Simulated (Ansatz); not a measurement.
# ClFGeH₄OSi: how energies converge with the basis set

One table from this session's results is given with a row withheld; the runs are named, their logs left out.

Method: one geometry, several basis sets; program: Ansatz 0.2.0, Gaussian basis.

The runs, in order: PBE0-D4/def2-SVP; ωB97M-V/def2-SVP; PBE0-D4/def2-QZVPP; ωB97M-V/def2-QZVPP; the functionals' def2-TZVPP values are taken from earlier runs.

## The relaxed structure

The geometry comes from an earlier relaxation with PBE0-D4 in a triple-zeta def2 set; it is a stationary point, not always the lowest conformer.

SMILES `[F][GeH]([Cl])[O][SiH3]`, 9 atoms, charge 0, spin multiplicity 1.

Atoms are counted from 1 here; the program's logs count them from 0.

Bond lengths: F1–Ge2 1.724 Å, Ge2–Cl3 2.125 Å, Ge2–O4 1.736 Å, Ge2–H6 1.520 Å, O4–Si5 1.651 Å, Si5–H7 1.483 Å, Si5–H8 1.485 Å, Si5–H9 1.482 Å. Angles: F1–Ge2–Cl3 106.0°, F1–Ge2–O4 107.2°, F1–Ge2–H6 109.8°, Cl3–Ge2–O4 109.9°, Cl3–Ge2–H6 112.8°, O4–Ge2–H6 110.9°, Ge2–O4–Si5 136.5°, O4–Si5–H7 109.4°, O4–Si5–H8 110.4°, O4–Si5–H9 107.6°, H7–Si5–H8 109.6°, H7–Si5–H9 109.8°, H8–Si5–H9 110.0°.

The first run:

Input file in.yaml:

```yaml
crystal:
  periodic: [false, false, false]
  atoms:
    - {symbol: F, position_ang: [0.024272, 1.261609, -2.044118]}
    - {symbol: Ge, position_ang: [-1.010984, 0.186870, -1.181458]}
    - {symbol: Cl, position_ang: [-0.669127, -1.742573, -2.003898]}
    - {symbol: O, position_ang: [-0.513087, 0.217745, 0.480999]}
    - {symbol: Si, position_ang: [0.876109, -0.085387, 1.320500]}
    - {symbol: H, position_ang: [-2.455265, 0.639014, -1.323016]}
    - {symbol: H, position_ang: [1.562487, 1.196067, 1.615963]}
    - {symbol: H, position_ang: [1.777159, -0.963283, 0.531053]}
    - {symbol: H, position_ang: [0.496835, -0.756263, 2.586874]}
basis:
  gaussian: {orbitals: def2-SVP}
hamiltonian: {xc: pbe0, dispersion: d4}
output: {orbitals: {seedname: orbitals}}
```

The run is started by

```console
ansatz run in.yaml --threads 4 --pin off --events-out ev --progress --plain --max-ram 10444MiB
```

Steps of the session up to this table: PBE0-D4 in def2-SVP; ωB97M-V in def2-SVP; PBE0-D4 in def2-QZVPP; ωB97M-V in def2-QZVPP.

One table of the session follows, with a row left open; its other results are not shown here.

It belongs to the step «Functionals by basis». 

| functional | basis | HOMO (eV) |
| --- | --- | --- |
| PBE0-D4 | def2-SVP | -9.08 |
| PBE0-D4 | def2-TZVPP | ? |
| PBE0-D4 | def2-QZVPP | -9.17 |
| ωB97M-V | def2-SVP | -11.32 |
| ωB97M-V | def2-TZVPP | -11.44 |
| ωB97M-V | def2-QZVPP | -11.46 |

Q: Estimate the row for PBE0-D4, def2-TZVPP from the others.

The run gave: HOMO (eV): -9.15. In the column «HOMO (eV)» it lies between PBE0-D4, def2-QZVPP (-9.17) and PBE0-D4, def2-SVP (-9.08).
